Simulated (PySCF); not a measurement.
# C5H6OSi: the cost of one run

Computed with PySCF 2.14.0 and routines of our own; the level stands in each step. Atoms count from 0.

## 1. The starting structure

13 atoms, charge 1, multiplicity 2; geometry from: GFN2-xTB.

## 2. Open-shell or spin-flip excitations: unrestricted TDDFT M06-2X/def2-SVPD

Job settings and geometry (Å):

```
{"job": {"kind": "uabs", "xc": "M06-2X", "basis": "def2-SVPD", "nstates": 10, "tda": false}, "charge": 1, "multiplicity": 2}
C      2.909258    -0.473618     0.507792
C      1.924440    -0.468349    -0.195457
Si     0.473271    -0.465982    -1.327768
C     -0.948988    -0.032142     0.020851
C     -1.829975     0.938130    -0.103826
C     -0.806118    -0.953037     1.145546
O      0.125260    -1.644154     1.397746
H      3.776450    -0.478154     1.110181
H      0.112160    -1.788324    -1.824788
H      0.407684     0.697107    -2.210907
H     -2.595677     1.153018     0.632030
H     -1.835216     1.605001    -0.952705
H     -1.716936    -0.950258     1.783578
```

With the program's defaults for keys left out, this is: unrestricted TDDFT M06-2X/def2-SVPD, vertical, gas phase, core orbitals frozen in the response.

Run with:

```bash
$ OMP_NUM_THREADS=1 python excited_run.py task.json out
```

The driver reads the jobs from task.json and runs them one after another.

**Question.** How long does this first job take on 1 thread of Arm Neoverse V1, shared host, and how much memory does it need?

About 2.8 min, with a peak of 0.84 GiB.
